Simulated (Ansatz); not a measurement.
## CH3Al2FS, SMILES [F][Al]1[AlH][CH2][S]1: a single point in a Gaussian basis

Run with Ansatz 0.2.0, Python API.

`run_energy.py`
```python
"""Single point of CH3Al2FS in a Gaussian basis."""

import ansatz as az
import numpy as np

SETTINGS = {
    "basis_set": "def2-SVP",
    "xc": "hf",
}

GEOMETRY = """
F    -3.20020   -0.98650    0.49440
Al   -1.80730   -0.06690   -0.13850
Al    0.18300    0.71590    0.99650
C     1.12120   -0.06220   -0.62850
S    -0.30040   -0.37900   -1.82980
H     0.70500    1.11860    2.47840
H     1.82200    0.62340   -1.05580
H     1.56890   -1.02040   -0.37250
"""


def main() -> None:
    molecule = az.Crystal.molecule()
    for line in GEOMETRY.strip().splitlines():
        symbol, *xyz = line.split()
        molecule = molecule.atom(symbol, [float(v) for v in xyz])

    setup = molecule.calculation()
    setup = setup.basis(gaussian=SETTINGS["basis_set"])
    setup = setup.functional(SETTINGS["xc"])
    setup = setup.forces()
    result = setup.run(threads=1, backend="cpu")
    summary = result.report

    print("reference energy %16.6f eV" % summary["reference_energy_ev"])
    print("total energy     %16.6f eV" % summary["free_energy_ev"])
    print("occupied orbitals outside the frozen core (up, down):", summary["n_occupied"], " frozen:", summary["n_frozen"], " virtual:", summary["n_virtual"])

    state = summary["mean_field"]["state"]
    print(f"mean field: {state['energy']['hartree']:.7f} Ha, <S^2> = {abs(state['spin_squared']):.4f}, stability: {state.get('stability', {}).get('kind')}")

    symbols = [site.symbol for site in molecule.cartesian_sites]
    forces = np.array(summary["forces_ev_ang"])
    print("largest force", round(float(np.linalg.norm(forces, axis=1).max()), 4), "eV/A, rms", round(float(np.sqrt((forces ** 2).mean())), 4))

    charges = summary["charge_distribution"]
    dipole = np.array(charges["dipole_moment_e_ang"]) * 4.803205
    print("dipole (D): {:.3f} {:.3f} {:.3f}, length {:.3f}".format(*dipole, np.linalg.norm(dipole)))
    print("atom  Mulliken   Lowdin")
    for symbol, m, l in zip(symbols, charges["mulliken_charges_e"], charges["lowdin_charges_e"]):
        print(f"{symbol:4s} {m:9.3f} {l:8.3f}")


if __name__ == "__main__":
    main()
```

```console
$ python run_energy.py
reference energy    -27758.089933 eV
total energy        -27758.089933 eV
occupied orbitals outside the frozen core (up, down): [30, 30]  frozen: 0  virtual: [67, 67]
mean field: -1020.0909899 Ha, <S^2> = 0.0000, stability: minimum
largest force 3.0357 eV/A, rms 1.0001
dipole (D): 1.458 2.730 0.705, length 3.174
atom  Mulliken   Lowdin
F       -0.565   -0.240
Al       0.799    0.210
Al       0.663    0.310
C       -0.475   -0.230
S       -0.403    0.104
H       -0.217   -0.145
H        0.094   -0.012
H        0.103    0.002
```

Reading the output:
- Total energies depend on the basis set; only differences at equal settings carry meaning.
- The geometry is a force-field or estimated start, not a minimum of this method, and the basis set is short of its limit.
- The Löwdin charges here are taken after orthogonalising the functions within each atom; they differ from plain Löwdin charges, and their signs can be unphysical.
- Timing: 1.7 s on 1 thread of AMD EPYC 9B14 (Zen 4) (shared host), peak memory 0.24 GiB.
